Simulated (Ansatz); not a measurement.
# Zn8O6F: the cost of one run

All numbers below are computed with Ansatz 0.2.0 (DFT PBE+D3(BJ), plane waves, PAW, scalar-relativistic, no spin polarisation).

## (1) The system as given

The cell holds 15 atoms (FO6Zn8): a = 6.475 Å, b = 5.607 Å, c = 5.222 Å, α = 90.00°, β = 90.00°, γ = 90.00°.

As a file:

```xyz
15
Lattice="-3.2374 -5.6073 0.0000 4.8560 -2.8036 0.0000 0.0000 0.0000 5.2221" Properties=species:S:1:pos:R:3 pbc="T T T"
Zn    1.6838   -4.6720    2.6006
Zn    0.0199   -3.6748   -0.0094
O     1.6221   -4.6737    4.5623
Zn    0.0029   -1.8360    2.5719
Zn    3.1984   -3.7193   -0.0073
F    -0.0222   -1.8630    4.6224
O     3.1813   -3.7177    1.9909
Zn    3.2505   -1.8664    2.6035
Zn    1.6418   -0.9753    0.0105
O     3.2766   -1.8925    4.5798
O     1.6246   -0.9397    1.9639
Zn   -1.6104   -4.6919    2.6885
Zn    1.5684   -6.5168    0.0088
O    -1.6398   -4.6524    4.6080
O     1.5783   -6.4932    1.9791
```

## (2) End point A

Input file input.yaml:

```yaml
crystal:
  lattice:
    - [-3.237351, -5.607256, 0.0]
    - [4.856027, -2.803628, 0.0]
    - [0.0, 0.0, 5.222061]
  atoms:
    - { symbol: Zn, position: [0.4948831, 0.6766628, 0.4979971] }
    - { symbol: Zn, position: [0.4899833, 0.3307551, -0.0017908] }
    - { symbol: O, position: [0.499874, 0.6672794, 0.8736611] }
    - { symbol: Zn, position: [0.2453513, 0.1641695, 0.4925094] }
    - { symbol: Zn, position: [0.2504839, 0.8256431, -0.0013969] }
    - { symbol: F, position: [0.2509015, 0.1626989, 0.8851624] }
    - { symbol: O, position: [0.2515872, 0.8228479, 0.3812412] }
    - { symbol: Zn, position: [-0.0013787, 0.6684638, 0.4985503] }
    - { symbol: Zn, position: [0.0036569, 0.34054, 0.0020083] }
    - { symbol: O, position: [9.48e-05, 0.6748215, 0.8770137] }
    - { symbol: O, position: [0.0002402, 0.3347043, 0.376079] }
    - { symbol: Zn, position: [0.7519254, 0.169646, 0.5148341] }
    - { symbol: Zn, position: [0.7505443, 0.8233341, 0.0016782] }
    - { symbol: O, position: [0.7489126, 0.1615975, 0.8824068] }
    - { symbol: O, position: [0.7466091, 0.8227632, 0.3789875] }
total_charge: -1
basis:
  ecutwfc: 420.0
kpoints:
  mp_grid: { grid: [2, 2, 2] }
hamiltonian:
  xc: pbe
  dispersion: d3bj
  pseudopotentials: { kind: paw, azcp: { folder: soft_1 } }
scf:
  occupations: { method: fermi_dirac, width: 0.05 }
  lower_state_search: "off"
relax:
  f_tol: 0.03
  max_steps: 60
  adjacent_minimum: "off"
output:
  write_density: true
  write_potential: true
  elf: true
  volumetric_format: npy
```

Run with:

```
$ ansatz run input.yaml --threads 1 --pin off --max-ram 3072MiB --backend cpu --events-out ev --progress --plain --runs-dir out
```

**Question.** How long does this run take on 1 thread of Arm Neoverse V2, shared host, and how much memory does it need?

About 87 s, with a peak of 0.49 GiB.
